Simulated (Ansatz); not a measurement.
# GeHO+ (triplet): the correlation ladder, cc-pVDZ

Aim: climb from Hartree-Fock through coupled cluster and multireference methods for GeHO+ (triplet) at one geometry and basis, and see what each rung misses.

The runs use Ansatz 0.2.0, Gaussian basis; cc-pVDZ, core rule «outside noble gas», up to 15 orbitals frozen.

To be run: UHF; CCSD(T) on ROHF; CCSD(T) on UHF; BCCD(T) on ROHF; CISD; CCSDT(Q) on ROHF; CCSDT(Q) on UHF; CCSDTQ on ROHF; CCSDTQ on UHF; CASSCF and MRCISD+Q, 10 electrons in 9 orbitals; CASSCF and NEVPT2, 10 electrons in 9 orbitals.

9 further runs of the same task are left out: 5 for a known fault of the program, 4 set aside as unsound or not needed.

### Step 1. The system

The geometry is a PBE0/def2-TZVP stationary point (not a proven minimum) of the parent state, kept for this charge and spin. No spin-orbit coupling is included. The filled d shell of Ge may be among the frozen orbitals whatever the setting's name suggests; the logs give the count.

3 atoms, charge 1, spin multiplicity 3.

Atoms are counted from 1 here; the program's logs count them from 0.

Bond lengths: Ge1–O2 1.786 Å, O2–H3 0.962 Å. Angles: Ge1–O2–H3 114.8°.

### Step 2. UHF

in.yaml reads:

```yaml
crystal:
  periodic: [false, false, false]
  atoms:
    - {symbol: Ge, position_ang: [0.000000, 0.013397, 0.343250]}
    - {symbol: O, position_ang: [0.000000, -0.107250, -1.438746]}
    - {symbol: H, position_ang: [0.000000, 0.736912, -1.899543]}
basis:
  gaussian: {orbitals: cc-pVDZ}
total_charge: 1
magnetization: {spin_polarized: true, initial_magnetization: 2}
hamiltonian: {xc: hf}
output: {orbitals: {seedname: orbitals}}
```

Run with:

```
ansatz run in.yaml --threads 1 --pin off --events-out ev --progress --plain --max-ram 2816MiB --backend cpu
```

Further steps of the session: CCSD(T) on ROHF; CCSD(T) on UHF; BCCD(T) on ROHF; CISD; CCSDT(Q) on ROHF; CCSDT(Q) on UHF; CCSDTQ on ROHF; CCSDTQ on UHF; CASSCF and MRCISD+Q, 10 electrons in 9 orbitals; CASSCF and NEVPT2, 10 electrons in 9 orbitals.

Before running them: what should the planned runs give, taken together? Wanted: UCCSDTQ below the RHF energy; RMP2 from UCCSDTQ; UMP2 from UCCSDTQ; RCCSD from UCCSDTQ; RCCSD(T) from UCCSDTQ; UCCSD(T) from UCCSDTQ; RCCSDT(Q) from UCCSDTQ; UCCSDT(Q) from UCCSDTQ; NEVPT2 valence from UCCSDTQ.

The runs gave:

| quantity | value |
| --- | --- |
| UCCSDTQ below the RHF energy | -7.0905 eV |
| RMP2 from UCCSDTQ | +599.2 meV |
| UMP2 from UCCSDTQ | +866.3 meV |
| RCCSD from UCCSDTQ | +287.5 meV |
| RCCSD(T) from UCCSDTQ | +58.5 meV |
| UCCSD(T) from UCCSDTQ | +57.0 meV |
| RCCSDT(Q) from UCCSDTQ | +12.2 meV |
| UCCSDT(Q) from UCCSDTQ | -5.3 meV |
| NEVPT2 valence from UCCSDTQ | +902.9 meV |
| MRCISD+Q valence from UCCSDTQ | +100.8 meV |
| levels within 1 kcal/mol (43 meV) | RCCSDT, UCCSDT, RCCSDT(Q), UCCSDT(Q), RCCSDTQ |
| T1 diagnostic | 0.044 |
| effectively unpaired electrons | 2.02 |

What this shows: RCCSD(T) lands +58.5 meV from the yardstick (0.8 % of the correlation energy). The occupations are near whole numbers, but T1 = 0.044 shows that the orbitals relax strongly. Of the multireference levels listed MRCISD+Q valence comes nearest in total energy (+100.8 meV), which doesn't show that its space is the better one. These misses are within one basis, not against nature; the frozen cores of restricted and unrestricted runs differ, which can shift their rows.
